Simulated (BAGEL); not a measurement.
# [BH2Br2]− (SMILES Br[BH2-]Br): HF/3-21G (density fitting with qzvpp-jkfit)

What is the energy change on altering one bond length of [BH2Br2]− at HF/3-21G (density fitting with qzvpp-jkfit)? 

The calculation is run with BAGEL 1.2.2.

2 further runs of the same task are left out: 2 set aside as unsound or not needed.

### 1 The structure to begin with

[BH2Br2]−: 5 atoms, total charge -1, spin state singlet. SMILES: `Br[BH2-]Br`. Geometry: relaxed at GFN2-xTB.

Bond lengths: Br1–B2 2.020 Å, B2–Br3 2.020 Å, B2–H4 1.201 Å, B2–H5 1.201 Å. Angles: Br1–B2–Br3 110.7°, Br1–B2–H4 108.2°, Br1–B2–H5 108.3°, Br3–B2–H4 108.2°, Br3–B2–H5 108.2°, H4–B2–H5 113.2°.

### 2 A single-point energy at HF/3-21G (density fitting with qzvpp-jkfit)

File calc.json:

```json
{ "bagel" : [

{
  "title" : "molecule",
  "basis" : "3-21g",
  "df_basis" : "qzvpp-jkfit",
  "angstrom" : true,
  "geometry" : [
    { "atom" : "Br", "xyz" : [   -1.618380,   -0.257020,    0.992490 ] },
    { "atom" : "B", "xyz" : [    0.005190,    0.130490,   -0.145410 ] },
    { "atom" : "Br", "xyz" : [    1.566920,   -1.016280,    0.427240 ] },
    { "atom" : "H", "xyz" : [   -0.261480,   -0.139250,   -1.284780 ] },
    { "atom" : "H", "xyz" : [    0.307750,    1.282070,    0.010460 ] }
  ]
},
{
  "title" : "hf",
  "charge" : -1
},
{
  "title" : "print",
  "file" : "orbitals.molden",
  "orbitals" : true
}

]}
```

On the command line:

```sh
BAGEL_NUM_THREADS=1 BAGEL calc.json > calc.out
```

Output:

```text
* using 1 threads per process

  ===============================================================
  ===============================================================

  *** Geometry ***

  { "atom" : "Br", "xyz" : [     -3.058295,     -0.485697,      1.875534 ] },
  { "atom" : "B", "xyz" : [      0.009808,      0.246590,     -0.274785 ] },
  { "atom" : "Br", "xyz" : [      2.961050,     -1.920491,      0.807367 ] },
  { "atom" : "H", "xyz" : [     -0.494126,     -0.263144,     -2.427882 ] },
  { "atom" : "H", "xyz" : [      0.581563,      2.422761,      0.019767 ] },

  Number of auxiliary basis functions:      643

  Since a DF basis is specified, we compute 2- and 3-index integrals:
    o Being stored without compression. Storage requirement is 0.017 GB

  Number of basis functions:       57
  Number of electrons      :       77

    * METHOD: MOLECULE                             0.28

  *** RHF ***

  === Nuclear Repulsion ===
   319.3440486071

      * DIIS with orbital gradients will be used.

  === RHF iteration (3-21g) ===
      0      -5145.86658863          0.00678012           0.10
      1      -5145.89639244          0.00197255           0.09
      2      -5145.89838927          0.00056207           0.09
      3      -5145.89858855          0.00008999           0.09
      4      -5145.89859388          0.00001770           0.09
      5      -5145.89859423          0.00000268           0.09
      6      -5145.89859424          0.00000075           0.09
      7      -5145.89859424          0.00000009           0.09
      8      -5145.89859424          0.00000001           0.09
      9      -5145.89859424          0.00000000           0.09
    * SCF iteration converged.

    * Permanent dipole moment:
           (    0.010848,     0.256916,    -0.286717) a.u.

    * METHOD: HF                                   1.09

    * METHOD: PRINT                                0.01

  ===============================================================
```

Wall time 1.6 s (1 thread of Arm Neoverse V2, shared host); peak memory 0.12 GiB.

### 3 The distorted shape, same level

File calc.json:

```json
{ "bagel": [

{
  "title": "molecule",
  "basis": "3-21g",
  "df_basis": "qzvpp-jkfit",
  "angstrom": "true",
  "geometry": [
    { "atom": "Br", "xyz": [      -3.566660,      -0.722031,       2.357967 ] },
    { "atom": "B", "xyz": [       0.005190,       0.130490,      -0.145410 ] },
    { "atom": "Br", "xyz": [       1.566920,      -1.016280,       0.427240 ] },
    { "atom": "H", "xyz": [      -0.261480,      -0.139250,      -1.284780 ] },
    { "atom": "H", "xyz": [       0.307750,       1.282070,       0.010460 ] }
  ]
},

{ "title": "hf", "charge": -1 },

{ "title": "print", "file": "orbitals.molden", "orbitals": "true" }

]}
```

On the command line:

```sh
BAGEL_NUM_THREADS=1 BAGEL calc.json > calc.out
```

Output:

```text
* using 1 threads per process

  ===============================================================
  ===============================================================

  *** Geometry ***

  { "atom" : "Br", "xyz" : [     -6.740011,     -1.364441,      4.455912 ] },
  { "atom" : "B", "xyz" : [      0.009808,      0.246590,     -0.274785 ] },
  { "atom" : "Br", "xyz" : [      2.961050,     -1.920491,      0.807367 ] },
  { "atom" : "H", "xyz" : [     -0.494126,     -0.263144,     -2.427882 ] },
  { "atom" : "H", "xyz" : [      0.581563,      2.422761,      0.019767 ] },

  Number of auxiliary basis functions:      643

  Since a DF basis is specified, we compute 2- and 3-index integrals:
    o Being stored without compression. Storage requirement is 0.017 GB

  Number of basis functions:       57
  Number of electrons      :       77

    * METHOD: MOLECULE                             0.26

  *** RHF ***

  === Nuclear Repulsion ===
   210.8022564250

      * DIIS with orbital gradients will be used.

  === RHF iteration (3-21g) ===
      0      -5145.75303086          0.00890964           0.09
      1      -5145.81566414          0.00304268           0.09
      2      -5145.82067341          0.00085122           0.09
      3      -5145.82116059          0.00019128           0.09
      4      -5145.82119572          0.00006842           0.09
      5      -5145.82120172          0.00001839           0.09
      6      -5145.82120212          0.00000429           0.09
      7      -5145.82120214          0.00000070           0.09
      8      -5145.82120214          0.00000025           0.09
      9      -5145.82120214          0.00000011           0.09
     10      -5145.82120214          0.00000003           0.09
     11      -5145.82120214          0.00000001           0.09
    * SCF iteration converged.

    * Permanent dipole moment:
           (   -3.826533,    -0.243499,     1.946885) a.u.

    * METHOD: HF                                   1.24

    * METHOD: PRINT                                0.01

  ===============================================================
```

Run time: 1.7 s. Hardware: 1 thread of Arm Neoverse V2, shared host; peak memory 0.12 GiB.

### 4 Outcome

At HF/3-21G (density fitting with qzvpp-jkfit):

```
                                                              quantity           value
                                             first shape: total energy  -5145.89859 Eh
                                              first shape: HOMO energy        -4.70 eV
                                              first shape: LUMO energy        11.17 eV
    first shape: HOMO–LUMO gap (to an unbound level, set by the basis)        15.88 eV
                                         distorted shape: total energy  -5145.82120 Eh
                                          distorted shape: HOMO energy        -2.77 eV
                                          distorted shape: LUMO energy         4.02 eV
distorted shape: HOMO–LUMO gap (to an unbound level, set by the basis)         6.79 eV
    energy change with the Br1–B2 bond stretched from 2.020 to 4.444 Å        2.106 eV
```

In words: With the Br1–B2 bond stretched from 2.020 to 4.444 Å the energy rises by 2.11 eV (49 kcal/mol). The first shape isn't relaxed at this level, so the change isn't measured from a minimum.
